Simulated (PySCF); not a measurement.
# C₆H₁₀N₂: magnetic properties

What do calculations give for the magnetic properties of C₆H₁₀N₂ (`CC(C)c1ncc[nH]1`)?

Computed with PySCF 2.14.0 and routines of our own; the level stands in each step. Atoms count from 0.

### Step 1. The system as given

18 atoms, charge 0, multiplicity 1; geometry from: GFN2-xTB.

### Step 2. Magnetic properties: GIAO HF/pcSseg-1

The job: settings as JSON, then the geometry in Å.

```
{"job": {"kind": "mag", "xc": "HF", "basis": "pcSseg-1", "isotopologues": 2}, "charge": 0, "multiplicity": 1}
C     -1.553270     1.145433    -0.626783
C     -0.957748     0.239467     0.454141
C     -1.595851    -1.151569     0.413161
C      0.524603     0.146191     0.310447
N      1.396861     0.532347     1.203141
C      2.623454     0.271885     0.677941
C      2.493493    -0.283064    -0.559907
N      1.146772    -0.360256    -0.787979
H     -2.624196     1.256579    -0.473622
H     -1.392915     0.725523    -1.618288
H     -1.094728     2.130618    -0.589617
H     -1.143278     0.686304     1.434616
H     -1.438195    -1.624201    -0.554779
H     -1.166633    -1.788114     1.183197
H     -2.667172    -1.077115     0.584431
H      3.515823     0.501618     1.224208
H      3.214840    -0.619780    -1.275464
H      0.709381    -0.725550    -1.617166
```

Level: GIAO HF/pcSseg-1 magnetisability, rotational g tensor and spin-rotation constants, non-relativistic, gas phase.

Command:

```sh
> OMP_NUM_THREADS=1 python excited_run.py task.json out
```

This one command runs all jobs of the session in turn.

The program printed:

```text
final grid: 142952 points
cycle   1  E = -341.7553541013  dE =  2.392e+00  |g| = 5.874e-01  |ddm| = 3.695e+00
cycle   2  E = -341.8440488622  dE = -8.869e-02  |g| = 3.232e-01  |ddm| = 7.774e-01
cycle   3  E = -341.8657246147  dE = -2.168e-02  |g| = 1.059e-01  |ddm| = 3.471e-01
cycle   4  E = -341.8689415812  dE = -3.217e-03  |g| = 1.816e-02  |ddm| = 1.262e-01
cycle   5  E = -341.8690535744  dE = -1.120e-04  |g| = 5.462e-03  |ddm| = 3.019e-02
cycle   6  E = -341.8690694867  dE = -1.591e-05  |g| = 2.435e-03  |ddm| = 1.066e-02
cycle   7  E = -341.8690727980  dE = -3.311e-06  |g| = 9.415e-04  |ddm| = 5.136e-03
cycle   8  E = -341.8690732933  dE = -4.953e-07  |g| = 3.173e-04  |ddm| = 1.649e-03
cycle   9  E = -341.8690733792  dE = -8.592e-08  |g| = 9.597e-05  |ddm| = 7.745e-04
cycle  10  E = -341.8690733872  dE = -7.966e-09  |g| = 4.808e-05  |ddm| = 2.341e-04
cycle  11  E = -341.8690733887  dE = -1.558e-09  |g| = 1.689e-05  |ddm| = 1.026e-04
cycle  12  E = -341.8690733890  dE = -2.591e-10  |g| = 5.100e-06  |ddm| = 4.884e-05
converged SCF energy = -341.8690733890

Magnetisability tensor (1e-30 J/T^2)
    -1170.14       -3.67       20.34
       -3.67    -1714.03      287.09
       20.34      287.09    -1205.65
isotropic -1363.27   principal values   -1843.49  -1172.94  -1073.38
isotropic susceptibility -82.098 1e-6 cm^3/mol

Inertial axes            a          b          c
rot. const./GHz      4.3830     1.4272     1.3995
chi total           -70.370    -64.913   -111.012
chi diamagnetic    -394.793   -978.238   -983.971
chi paramagnetic    324.423    913.326    872.960
quadrupole/D A        4.945      0.187     -5.132
g nuclear            0.6287     0.5978     0.5920
g electronic        -0.6680    -0.6124    -0.5739
g total             -0.0393    -0.0146     0.0181

Spin-rotation constants (kHz, H = +C I.J)
atom  isotope        aa         bb         cc
  4    14N        1.107      0.264      0.039
  7    14N        0.496      0.175      0.065
  8     1H        0.092     -0.162     -0.153
  9     1H       -0.500      0.026     -0.160
 10     1H       -0.370     -0.142     -0.021
 11     1H       -0.425      0.046     -0.145
 12     1H       -0.500      0.025     -0.159
 13     1H       -0.369     -0.139     -0.024
 14     1H        0.091     -0.162     -0.153
 15     1H        0.252     -0.075     -0.143
 16     1H       -0.051      0.015     -0.153
 17     1H       -0.299      0.073     -0.154
  0    13C*       0.629      0.207      0.181
  1    13C*       0.624      0.204      0.221
  3    13C*       1.896      0.623      0.259
  5    13C*       2.010      0.446      0.215
  6    13C*       1.844      0.423      0.193
* in the singly substituted isotopologue

Isotopologues: g along a, b, c
2H    at 8,9,10,11,12,1    -0.0316    -0.0123     0.0152
13C   at 0                 -0.0388    -0.0143     0.0178
```

Run time: 25 s. Hardware: 1 thread of Arm Neoverse N1, shared host; peak memory 0.8 GiB.

From this job:

```csv
quantity,value
magnetisability,-1363·10⁻³⁰ J/T²
molar susceptibility,-82.1·10⁻⁶ cm³/mol
"rotational g (a, b, c)","-0.0393, -0.0146, 0.0181"
```

### Step 3. Magnetic properties: GIAO OLYP/cc-pVDZ

The job, as its differences from that of step 2:

```diff
@@ -1,2 +1,2 @@
-{"job": {"kind": "mag", "xc": "HF", "basis": "pcSseg-1", "isotopologues": 2}, "charge": 0, "multiplicity": 1}
+{"job": {"kind": "mag", "xc": "OLYP", "basis": "cc-pVDZ", "scf": {"damp": 0.2}}, "charge": 0, "multiplicity": 1}
 C     -1.553270     1.145433    -0.626783
```

Level: GIAO OLYP/cc-pVDZ magnetisability, rotational g tensor and spin-rotation constants, non-relativistic, gas phase.

The program printed:

```text
damping 0.20 in the first 6 cycles
final grid: 142952 points
cycle   1  E = -343.9454362261  dE =  1.082e+00  |g| = 6.171e-01  |ddm| = 8.368e+00
cycle   2  E = -343.9030787436  dE =  4.236e-02  |g| = 7.662e-01  |ddm| = 2.518e+00
cycle   3  E = -343.6748810250  dE =  2.282e-01  |g| = 1.241e+00  |ddm| = 2.853e+00
cycle   4  E = -340.6037926876  dE =  3.071e+00  |g| = 3.196e+00  |ddm| = 6.704e+00
cycle   5  E = -325.7382355951  dE =  1.487e+01  |g| = 7.240e+00  |ddm| = 1.615e+01
cycle   6  E = -260.5824703438  dE =  6.516e+01  |g| = 1.400e+01  |ddm| = 5.580e+01
cycle   7  E = -259.3347499649  dE =  1.248e+00  |g| = 1.302e+01  |ddm| = 6.752e+01
cycle   8  E = -283.1422151350  dE = -2.381e+01  |g| = 9.777e+00  |ddm| = 5.267e+01
cycle   9  E = -248.5257104108  dE =  3.462e+01  |g| = 1.224e+01  |ddm| = 5.019e+01
cycle  10  E = -342.6103283122  dE = -9.408e+01  |g| = 2.372e+00  |ddm| = 3.675e+01
cycle  11  E = -337.0861126244  dE =  5.524e+00  |g| = 4.611e+00  |ddm| = 1.282e+01
cycle  12  E = -343.9472468262  dE = -6.861e+00  |g| = 6.071e-01  |ddm| = 1.141e+01
cycle  13  E = -343.9348418480  dE =  1.240e-02  |g| = 6.789e-01  |ddm| = 2.044e+00
cycle  14  E = -344.0459361126  dE = -1.111e-01  |g| = 2.083e-01  |ddm| = 1.105e+00
cycle  15  E = -344.0569985257  dE = -1.106e-02  |g| = 4.222e-02  |ddm| = 3.090e-01
cycle  16  E = -344.0573470461  dE = -3.485e-04  |g| = 2.834e-02  |ddm| = 1.079e-01
cycle  17  E = -344.0575140434  dE = -1.670e-04  |g| = 1.248e-02  |ddm| = 5.327e-02
cycle  18  E = -344.0575464330  dE = -3.239e-05  |g| = 3.256e-03  |ddm| = 2.019e-02
cycle  19  E = -344.0575486062  dE = -2.173e-06  |g| = 1.483e-03  |ddm| = 7.241e-03
cycle  20  E = -344.0575491058  dE = -4.996e-07  |g| = 5.332e-04  |ddm| = 2.829e-03
cycle  21  E = -344.0575491768  dE = -7.099e-08  |g| = 9.425e-05  |ddm| = 8.950e-04
cycle  22  E = -344.0575491770  dE = -1.991e-10  |g| = 9.058e-05  |ddm| = 2.854e-04
cycle  23  E = -344.0575491789  dE = -1.861e-09  |g| = 3.072e-05  |ddm| = 1.581e-04
cycle  24  E = -344.0575491791  dE = -2.303e-10  |g| = 4.342e-06  |ddm| = 4.560e-05
converged SCF energy = -344.0575491791

Magnetisability tensor (1e-30 J/T^2)
    -1082.28       -4.25       19.64
       -4.25    -1645.22      275.56
       19.64      275.56    -1157.23
isotropic -1294.91   principal values   -1769.49  -1086.93  -1028.31
isotropic susceptibility -77.981 1e-6 cm^3/mol

Inertial axes            a          b          c
rot. const./GHz      4.3830     1.4272     1.3995
chi total           -65.087    -62.302   -106.556
chi diamagnetic    -391.354   -976.556   -982.529
chi paramagnetic    326.267    914.254    875.973
quadrupole/D A        2.820      1.046     -3.866
g nuclear            0.6287     0.5978     0.5920
g electronic        -0.6718    -0.6130    -0.5759
g total             -0.0431    -0.0152     0.0161

Spin-rotation constants (kHz, H = +C I.J)
atom  isotope        aa         bb         cc
  4    14N        0.973      0.236      0.046
  7    14N        0.462      0.171      0.067
  8     1H        0.125     -0.162     -0.154
  9     1H       -0.503      0.035     -0.161
 10     1H       -0.367     -0.141     -0.016
 11     1H       -0.410      0.058     -0.148
 12     1H       -0.503      0.035     -0.161
 13     1H       -0.366     -0.138     -0.019
 14     1H        0.125     -0.162     -0.154
 15     1H        0.260     -0.073     -0.144
 16     1H       -0.035      0.017     -0.155
 17     1H       -0.283      0.083     -0.152
  0    13C*       0.633      0.209      0.180
  1    13C*       0.666      0.224      0.231
  3    13C*       1.641      0.541      0.268
  5    13C*       1.732      0.431      0.221
  6    13C*       1.591      0.412      0.193
* in the singly substituted isotopologue
```

It took 92 s on 1 thread of Arm Neoverse N1, shared host; peak memory 0.6 GiB.

In short:

```csv
quantity,value
magnetisability,-1295·10⁻³⁰ J/T²
molar susceptibility,-78.0·10⁻⁶ cm³/mol
"rotational g (a, b, c)","-0.0431, -0.0152, 0.0161"
```

### Step 4. Magnetic properties side by side

```csv
level,ξ (10⁻³⁰ J/T²),g(a),g(b),gap (eV),functions,time
GIAO HF/pcSseg-1,-1363,-0.0393,-0.0146,12.18,186,25 s
GIAO OLYP/cc-pVDZ,-1295,-0.0431,-0.0152,5.30,162,92 s
```

### Step 5. Outcome

| quantity | value |
| --- | --- |
| magnetisability (step 2, GIAO HF/pcSseg-1) | -1363·10⁻³⁰ J/T² |
| molar susceptibility (step 2, GIAO HF/pcSseg-1) | -82.1·10⁻⁶ cm³/mol |
| rotational g (a, b, c) (step 2, GIAO HF/pcSseg-1) | -0.0393, -0.0146, 0.0181 |
| magnetisability over the levels | -1363 to -1295·10⁻³⁰ J/T² |

What this shows: The magnetisability spreads by 5.1 % over 2 levels, from GIAO HF/pcSseg-1 (25 s) to GIAO OLYP/cc-pVDZ (92 s); the runs took 25 s to 92 s. Two levels can agree by chance, so this spread shows no convergence. Vibrational averaging and real surroundings are missing from these values.
